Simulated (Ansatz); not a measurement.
# CH₅GaO: a ladder of functionals and wavefunction methods

One table from this session's results is given with a row withheld; the runs are named, their logs left out.

Computed with Ansatz 0.2.0, Gaussian basis. Level: functionals in def2-TZVPP, the program's frozen cores in correlated methods.

Plan: LDA (SPW92), PBE-D4, revPBE-D4, BLYP-D4, r2SCAN-D4, B97M-V, PBE0-D4, B3LYP-D4, r2SCANh-D4, r2SCAN0-D4, HSE06-D4, BHLYP-D4, CAM-B3LYP-D4, LC-ωPBE, ωB97X-V, ωB97M-V, B2PLYP, PBE-QIDH; CCSD(T)/def2-SVP; CCSD(T)/def2-TZVPP; MP2/def2-QZVPP; extrapolation to the limit; RPA on PBE.

## Structure used throughout

The geometry comes from an earlier relaxation with PBE0-D4 in a triple-zeta def2 set; it is a stationary point, not always the lowest conformer.

8 atoms, charge 0, spin multiplicity 1.

Atoms are counted from 1 here; the program's logs count them from 0.

Bond lengths: O1–C2 1.431 Å, O1–H4 0.960 Å, C2–Ga3 1.994 Å, C2–H5 1.096 Å, C2–H6 1.096 Å, Ga3–H7 1.572 Å, Ga3–H8 1.572 Å. Angles: C2–O1–H4 109.4°, O1–C2–Ga3 100.1°, O1–C2–H5 111.4°, O1–C2–H6 111.4°, Ga3–C2–H5 112.7°, Ga3–C2–H6 112.8°, H5–C2–H6 108.3°, C2–Ga3–H7 119.9°, C2–Ga3–H8 119.9°, H7–Ga3–H8 120.2°.

The first run:

in.yaml

```yaml
crystal:
  periodic: [false, false, false]
  atoms:
    - {symbol: O, position_ang: [-0.972656, 0.187385, -1.074828]}
    - {symbol: C, position_ang: [-0.118846, 0.695334, -0.044866]}
    - {symbol: Ga, position_ang: [0.671067, -1.008385, 0.625381]}
    - {symbol: H, position_ang: [-1.435292, 0.916642, -1.494959]}
    - {symbol: H, position_ang: [-0.691682, 1.227783, 0.723222]}
    - {symbol: H, position_ang: [0.633410, 1.381409, -0.451107]}
    - {symbol: H, position_ang: [-0.058999, -1.816774, 1.758306]}
    - {symbol: H, position_ang: [1.972999, -1.583394, -0.041149]}
basis:
  gaussian: {orbitals: def2-TZVPP}
hamiltonian: {xc: lda}
output: {orbitals: {seedname: orbitals}}
```

Started as:

```console
$ ansatz run in.yaml --threads 2 --pin off --events-out ev --progress --plain --max-ram 4352MiB
```

Steps of the session up to this table: LDA; PBE-D4 (GGA); revPBE-D4 (GGA); BLYP-D4 (GGA); r2SCAN-D4 (meta-GGA); B97M-V (meta-GGA); B3LYP-D4 (hybrid); r2SCANh-D4 (hybrid); r2SCAN0-D4 (hybrid); HSE06-D4 (hybrid); BHLYP-D4 (hybrid); CAM-B3LYP-D4 (range-separated); LC-ωPBE (range-separated); ωB97X-V (range-separated); ωB97M-V (range-separated); B2PLYP (double hybrid); PBE-QIDH (double hybrid).

One of the session's tables, all rows but one given; the rest of the session is left out.

It belongs to the step «Orbital energies across the functionals». 

| functional | HOMO (eV) | LUMO (eV) | gap (eV) |
| --- | --- | --- | --- |
| LDA (SPW92) | -6.46 | -2.58 | 3.88 |
| PBE-D4 | -6.34 | -2.31 | 4.04 |
| revPBE-D4 | -6.29 | -2.17 | 4.12 |
| BLYP-D4 | -6.24 | -2.27 | 3.97 |
| r2SCAN-D4 | -6.60 | -2.00 | 4.60 |
| B97M-V | -6.70 | -2.26 | 4.45 |
| PBE0-D4 | -7.60 | -1.46 | 6.14 |
| B3LYP-D4 | -7.40 | -1.77 | 5.64 |
| r2SCANh-D4 | -7.07 | -1.71 | 5.36 |
| r2SCAN0-D4 | -7.77 | -1.28 | 6.49 |
| HSE06-D4 | -7.20 | -1.83 | 5.37 |
| BHLYP-D4 | -8.78 | -0.72 | 8.06 |
| CAM-B3LYP-D4 | -8.98 | -0.59 | 8.39 |
| LC-ωPBE | -10.33 | 0.68 | 11.01 |
| ωB97X-V | -9.97 | 0.49 | 10.46 |
| ωB97M-V | ? | ? | ? |

Q: Estimate the row for ωB97M-V from the others.

The run gave: HOMO (eV): -9.83; LUMO (eV): 0.24; gap (eV): 10.07. In the column «HOMO (eV)» it lies between ωB97X-V (-9.97) and CAM-B3LYP-D4 (-8.98).
